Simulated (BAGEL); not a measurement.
# ROHF/6-31G(d) (density fitting with qzvpp-jkfit, spherical functions) run of SiSCl2F (SMILES F[Si]([S])(Cl)Cl)

Aim: the vertical doublet–quartet gap of SiSCl2F at ROHF/6-31G* (density fitting with qzvpp-jkfit, spherical functions), from 2 runs. 

The calculation is run with BAGEL 1.2.2.

## Step 1: The system as given

The species is SiSCl2F (5 atoms), meant as a doublet with charge 0. As SMILES, `F[Si]([S])(Cl)Cl`. Geometry: relaxed at PBE0-D4/def2-TZVP.

Bond lengths: F1–Si2 1.580 Å, Si2–S3 2.093 Å, Si2–Cl4 2.023 Å, Si2–Cl5 2.023 Å. Angles: F1–Si2–S3 113.3°, F1–Si2–Cl4 106.8°, F1–Si2–Cl5 106.8°, S3–Si2–Cl4 108.8°, S3–Si2–Cl5 108.8°, Cl4–Si2–Cl5 112.3°.

## Step 2: The energy at ROHF/6-31G(d) (density fitting with qzvpp-jkfit, spherical functions)

The input, hf.json:

```json
{ "bagel" : [

{
  "title" : "molecule",
  "basis" : "6-31gs.json",
  "df_basis" : "qzvpp-jkfit",
  "angstrom" : "true",
  "geometry" : [
    { "atom" : "F", "xyz" : [    0.913000,   -0.947500,    1.032900 ] },
    { "atom" : "Si", "xyz" : [    0.055100,   -0.061700,    0.044800 ] },
    { "atom" : "S", "xyz" : [   -1.688700,    0.698800,    0.916700 ] },
    { "atom" : "Cl", "xyz" : [   -0.458100,   -1.248600,   -1.511600 ] },
    { "atom" : "Cl", "xyz" : [    1.228500,    1.485300,   -0.524300 ] }
  ]
},
{
  "title" : "rohf",
  "nopen" : 1
},
{
  "title" : "print",
  "file" : "orbitals.molden",
  "orbitals" : "true"
}

]}
```

The basis set 6-31G* is read from a file made from the Basis Set Exchange's data (not shown).

Launch:

```
BAGEL_NUM_THREADS=1 BAGEL hf.json > hf.out
```

Output:

```text
* using 1 threads per process

  ===============================================================
  ===============================================================

  *** Geometry ***

  { "atom" : "F", "xyz" : [      1.725320,     -1.790516,      1.951898 ] },
  { "atom" : "Si", "xyz" : [      0.104124,     -0.116596,      0.084660 ] },
  { "atom" : "S", "xyz" : [     -3.191181,      1.320541,      1.732312 ] },
  { "atom" : "Cl", "xyz" : [     -0.865684,     -2.359512,     -2.856510 ] },
  { "atom" : "Cl", "xyz" : [      2.321529,      2.806810,     -0.990783 ] },

  Number of auxiliary basis functions:      589

  Since a DF basis is specified, we compute 2- and 3-index integrals:
    o Being stored without compression. Storage requirement is 0.035 GB

  Number of basis functions:       86
  Number of electrons      :       73

    * METHOD: MOLECULE                             0.29

  *** Open-shell HF ***

  === Nuclear Repulsion ===
   435.2912329400

      * DIIS with orbital gradients will be used.

  === ROHF iteration (6-31gs.json) ===
      0      -1704.83357316          0.03060647           0.26
      1      -1704.94338501          0.01974863           0.29
      2      -1704.97900241          0.01211594           0.24
      3      -1704.99926598          0.00066521           0.25
      4      -1704.99944195          0.00027236           0.31
      5      -1704.99947111          0.00003909           0.28
      6      -1704.99947434          0.00001050           0.28
      7      -1704.99947490          0.00000289           0.26
      8      -1704.99947494          0.00000049           0.28
      9      -1704.99947495          0.00000019           0.23
     10      -1704.99947495          0.00000010           0.31
     11      -1704.99947495          0.00000005           0.31
     12      -1704.99947495          0.00000004           0.26
     13      -1704.99947495          0.00000004           0.23
     14      -1704.99947495          0.00000004           0.25
     15      -1704.99947495          0.00000004           0.25
     16      -1704.99947495          0.00000004           0.26
     17      -1704.99947495          0.00000003           0.27
     18      -1704.99947495          0.00000003           0.29
     19      -1704.99947495          0.00000002           0.23
     20      -1704.99947495          0.00000001           0.22
     21      -1704.99947495          0.00000001           0.23
    * SCF iteration converged.

    * S^2 (ROHF) is 0.7500

    * Permanent dipole moment:
           (    0.219380,    -0.117265,    -0.050733) a.u.

    * METHOD: ROHF                                 6.02

    * METHOD: PRINT                                0.01

  ===============================================================
```

Wall time 6.9 s (1 thread of Intel Xeon 6975P-C (Granite Rapids), shared host); peak memory 0.16 GiB.

## Step 3: The quartet

The input, input.json:

```json
{ "bagel": [

{
  "title": "molecule",
  "basis": "6-31gs.json",
  "df_basis": "qzvpp-jkfit",
  "angstrom": true,
  "geometry": [
    { "atom": "F", "xyz": [    0.913000,   -0.947500,    1.032900 ] },
    { "atom": "Si", "xyz": [    0.055100,   -0.061700,    0.044800 ] },
    { "atom": "S", "xyz": [   -1.688700,    0.698800,    0.916700 ] },
    { "atom": "Cl", "xyz": [   -0.458100,   -1.248600,   -1.511600 ] },
    { "atom": "Cl", "xyz": [    1.228500,    1.485300,   -0.524300 ] }
  ]
},
{
  "title": "rohf",
  "nopen": 3
},
{
  "title": "print",
  "file": "orbitals.molden",
  "orbitals": true
}

]}
```

The basis set 6-31G* is read from a file made from the Basis Set Exchange's data (not shown).

Launch:

```
BAGEL_NUM_THREADS=1 BAGEL input.json > input.out
```

Output:

```text
* using 1 threads per process

  ===============================================================
  ===============================================================

  *** Geometry ***

  { "atom" : "F", "xyz" : [      1.725320,     -1.790516,      1.951898 ] },
  { "atom" : "Si", "xyz" : [      0.104124,     -0.116596,      0.084660 ] },
  { "atom" : "S", "xyz" : [     -3.191181,      1.320541,      1.732312 ] },
  { "atom" : "Cl", "xyz" : [     -0.865684,     -2.359512,     -2.856510 ] },
  { "atom" : "Cl", "xyz" : [      2.321529,      2.806810,     -0.990783 ] },

  Number of auxiliary basis functions:      589

  Since a DF basis is specified, we compute 2- and 3-index integrals:
    o Being stored without compression. Storage requirement is 0.035 GB

  Number of basis functions:       86
  Number of electrons      :       73

    * METHOD: MOLECULE                             0.29

  *** Open-shell HF ***

  === Nuclear Repulsion ===
   435.2912329400

      * DIIS with orbital gradients will be used.

  === ROHF iteration (6-31gs.json) ===
      0      -1704.51290480          0.03054049           0.23
      1      -1704.65976882          0.02228141           0.23
      2      -1704.72009745          0.01360380           0.22
      3      -1704.75316704          0.00126302           0.22
      4      -1704.75765403          0.00085818           0.27
      5      -1704.75945138          0.00042259           0.26
      6      -1704.76024131          0.00011500           0.23
      7      -1704.76042405          0.00007239           0.21
      8      -1704.76043380          0.00003413           0.20
      9      -1704.76044997          0.00002446           0.22
     10      -1704.76045503          0.00001774           0.21
     11      -1704.76045525          0.00001045           0.21
     12      -1704.76045660          0.00000508           0.22
     13      -1704.76045722          0.00000289           0.24
     14      -1704.76045776          0.00000202           0.21
     15      -1704.76045775          0.00000136           0.23
     16      -1704.76045779          0.00000093           0.21
     17      -1704.76045804          0.00000057           0.21
     18      -1704.76045813          0.00000035           0.21
     19      -1704.76045826          0.00000025           0.21
     20      -1704.76045830          0.00000017           0.22
     21      -1704.76045830          0.00000012           0.21
     22      -1704.76045828          0.00000008           0.21
     23      -1704.76045828          0.00000005           0.21
     24      -1704.76045828          0.00000003           0.21
     25      -1704.76045828          0.00000002           0.21
     26      -1704.76045829          0.00000002           0.21
     27      -1704.76045829          0.00000001           0.22
     28      -1704.76045829          0.00000001           0.21
    * SCF iteration converged.

    * S^2 (ROHF) is 3.7500

    * Permanent dipole moment:
           (    1.159612,    -0.395699,    -0.885125) a.u.

    * METHOD: ROHF                                 6.59

    * METHOD: PRINT                                0.01

  ===============================================================
```

Wall time 7.5 s (1 thread of Intel Xeon 6975P-C (Granite Rapids), shared host); peak memory 0.16 GiB.

## Step 4: Results

Level: ROHF/6-31G* (density fitting with qzvpp-jkfit, spherical functions).

| quantity | value |
| --- | --- |
| doublet: total energy | -1704.99947 Eh |
| doublet: dipole moment | 0.65 D |
| doublet: ⟨S²⟩ | 0.750 |
| quartet: total energy | -1704.76046 Eh |
| quartet: dipole moment | 3.84 D |
| quartet: ⟨S²⟩ | 3.750 |
| vertical energy of the quartet above the doublet | 6.504 eV |

What this shows: At this shape the quartet lies 6.50 eV (628 kJ/mol) above the doublet.
